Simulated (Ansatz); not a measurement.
# Si2H8O2: search for a transition state

Wanted: the transition state of a four-centre ligand exchange (form Si1–O7, O2–H6 and break Si1–O2, H6–O7). The guess is relaxed with those distances held, a saddle search follows, and vibrations and two downhill relaxations check it.

The runs use Ansatz 0.2.0, Gaussian basis; PBE0-D4, def2-SVP first, then def2-TZVP.

152 further runs of the same task are left out: 152 set aside as unsound or not needed.

## Step 1: Starting geometry

The guess: 12 atoms, charge 0, spin multiplicity 1.

Atoms are counted from 1 here; the program's logs count them from 0.

Bond lengths: Si1–O2 1.833 Å, Si1–H3 1.457 Å, Si1–H4 1.494 Å, Si1–H5 1.450 Å, Si1–O7 1.995 Å, O2–H6 1.109 Å, O2–H9 0.959 Å, O7–Si8 1.602 Å, Si8–H10 1.464 Å, Si8–H11 1.468 Å, Si8–H12 1.470 Å. Angles: O2–Si1–H3 111.8°, O2–Si1–H4 92.7°, O2–Si1–H5 106.3°, O2–Si1–O7 72.0°, H3–Si1–H4 100.0°, H3–Si1–H5 135.0°, H3–Si1–O7 84.4°, H4–Si1–H5 101.2°, H4–Si1–O7 164.6°, H5–Si1–O7 85.6°, Si1–O2–H6 81.5°, Si1–O2–H9 116.3°, H6–O2–H9 115.6°, Si1–O7–Si8 159.4°, O7–Si8–H10 110.6°, O7–Si8–H11 107.4°, O7–Si8–H12 107.2°, H10–Si8–H11 111.1° and more.

Geometry (Å):

| atom | x (Å) | y (Å) | z (Å) |
| --- | --- | --- | --- |
| Si1 | -1.4160 | 0.6391 | 0.1197 |
| O2 | -1.4291 | -1.0801 | -0.5154 |
| H3 | -0.9441 | 1.5838 | -0.8847 |
| H4 | -2.8916 | 0.7909 | -0.0548 |
| H5 | -1.3123 | 0.5403 | 1.5630 |
| H6 | -0.3354 | -0.9678 | -0.3684 |
| O7 | 0.4651 | -0.0247 | 0.0946 |
| Si8 | 2.0500 | -0.0507 | 0.3279 |
| H9 | -1.7150 | -1.1956 | -1.4230 |
| H10 | 2.4872 | 1.1566 | 1.0304 |
| H11 | 2.3593 | -1.2557 | 1.1073 |
| H12 | 2.6820 | -0.1362 | -0.9968 |

Distances that are to change: Si1–O7 1.99 Å, O2–H6 1.11 Å, Si1–O2 1.83 Å, H6–O7 1.32 Å.

## Step 2: Relaxing the guess with the reacting distances held

hold/in.yaml

```yaml
crystal:
  periodic: [false, false, false]
  atoms:
    - {symbol: Si, position_ang: [-1.416000, 0.639100, 0.119700]}
    - {symbol: O, position_ang: [-1.429100, -1.080100, -0.515400]}
    - {symbol: H, position_ang: [-0.944100, 1.583800, -0.884700]}
    - {symbol: H, position_ang: [-2.891600, 0.790900, -0.054800]}
    - {symbol: H, position_ang: [-1.312300, 0.540300, 1.563000]}
    - {symbol: H, position_ang: [-0.335400, -0.967800, -0.368400]}
    - {symbol: O, position_ang: [0.465100, -0.024700, 0.094600]}
    - {symbol: Si, position_ang: [2.050000, -0.050700, 0.327900]}
    - {symbol: H, position_ang: [-1.715000, -1.195600, -1.423000]}
    - {symbol: H, position_ang: [2.487200, 1.156600, 1.030400]}
    - {symbol: H, position_ang: [2.359300, -1.255700, 1.107300]}
    - {symbol: H, position_ang: [2.682000, -0.136200, -0.996800]}
basis:
  gaussian: {orbitals: def2-SVP}
hamiltonian: {xc: pbe0, dispersion: d4}
relax: {f_tol: 0.04, max_steps: 150, escape_saddle: false, constraints: [{distance: [0, 6]}, {distance: [1, 5]}, {distance: [0, 1]}, {distance: [5, 6]}]}
```

On the command line:

```
$ ansatz run in.yaml --threads 4 --pin off --events-out ev --progress --plain --max-ram 9574MiB
```

The runs that follow: Force constants to start from; Saddle search in the small basis; Saddle search in triple zeta; Checking the order of the point; Relaxing after a step of 0.30 Å one way along the mode; Relaxing after a step of 0.30 Å the other way along the mode.

**Question.** What will these runs give? Wanted: imaginary mode; barrier from the start side; barrier from the end side; energy of the step; pairs that change; zero-point energy at the saddle.

The runs gave:

```
                       quantity                                                     value
                 imaginary mode                                                 712i cm⁻¹
    barrier from the start side                                              112.0 kJ/mol
      barrier from the end side                                              117.5 kJ/mol
             energy of the step                                               -5.4 kJ/mol
              pairs that change  Si1–O7 formed, O2–H6 formed, Si1–O2 broken, H6–O7 broken
zero-point energy at the saddle                                                  2.091 eV
```

What this shows: The point has a single imaginary mode (712i cm⁻¹), as a transition state must. It joins the planned start and end. At PBE0-D4/def2-TZVP the electronic barrier is 112.0 kJ/mol, about 45 kT at 298 K, and the step runs 5.4 kJ/mol downhill. A step off the saddle overshot and began above it in energy, so the link to its end is likely but not proven. The ends are the nearest minima, not always the lowest complexes.
